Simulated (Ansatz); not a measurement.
# CH6FOPSi: the cost of one run

Program: Ansatz 0.2.0. Level of theory: RKS B3LYP-D4/def2-SVP. These are calculated values, not measurements.

### 1 The starting structure

Bond lengths: F1–C2 1.320 Å, C2–O3 1.380 Å, O3–Si4 1.718 Å, Si4–P5 2.142 Å, C2–H6 1.108 Å, C2–H7 1.074 Å, Si4–H8 1.478 Å, Si4–H9 1.494 Å, P5–H10 1.445 Å, P5–H11 1.433 Å. Angles (14 of 16 angles, heavy atoms first): F1–C2–O3 104.2°, C2–O3–Si4 119.6°, O3–Si4–P5 110.2°, F1–C2–H6 108.8°, F1–C2–H7 108.9°, O3–C2–H6 112.0°, O3–C2–H7 110.8°, O3–Si4–H8 108.2°, O3–Si4–H9 103.3°, P5–Si4–H8 112.9°, P5–Si4–H9 110.7°, Si4–P5–H10 98.8°, Si4–P5–H11 96.9°, H6–C2–H7 111.8°.

Structure file:

```xyz
11

F    -2.3538    1.3610    0.7114
C    -1.6902    0.7079   -0.2245
O    -0.4984    0.3665    0.3813
Si    0.6926   -0.4883   -0.5136
P     2.4023   -0.8806    0.7153
H    -1.5374    1.3817   -1.0903
H    -2.2451   -0.1711   -0.4958
H     1.0206    0.3029   -1.7186
H     0.0008   -1.7614   -0.8794
H     1.7195   -1.3250    1.9085
H     2.5545    0.4493    1.2262
```

### 2 Relaxing end A

input.yaml reads:

```yaml
crystal:
  periodic: [false, false, false]
  atoms:
    - { symbol: F, position_ang: [-2.3538, 1.361, 0.7114] }
    - { symbol: C, position_ang: [-1.6902, 0.7079, -0.2245] }
    - { symbol: O, position_ang: [-0.4984, 0.3665, 0.3813] }
    - { symbol: Si, position_ang: [0.6926, -0.4883, -0.5136] }
    - { symbol: P, position_ang: [2.4023, -0.8806, 0.7153] }
    - { symbol: H, position_ang: [-1.5374, 1.3817, -1.0903] }
    - { symbol: H, position_ang: [-2.2451, -0.1711, -0.4958] }
    - { symbol: H, position_ang: [1.0206, 0.3029, -1.7186] }
    - { symbol: H, position_ang: [0.0008, -1.7614, -0.8794] }
    - { symbol: H, position_ang: [1.7195, -1.325, 1.9085] }
    - { symbol: H, position_ang: [2.5545, 0.4493, 1.2262] }
basis:
  gaussian: { orbitals: def2-SVP }
hamiltonian:
  xc: b3lyp
  dispersion: d4
relax:
  f_tol: 0.015
  max_steps: 40
```

Run with:

```
$ ansatz run input.yaml --threads 2 --pin off --max-ram 3072MiB --backend cpu --events-out ev --progress --plain --runs-dir out
```

**Question.** How long does this run take on 2 threads of Arm Neoverse V1, shared host, and how much memory does it need?

About 24 s, with a peak of 0.24 GiB.
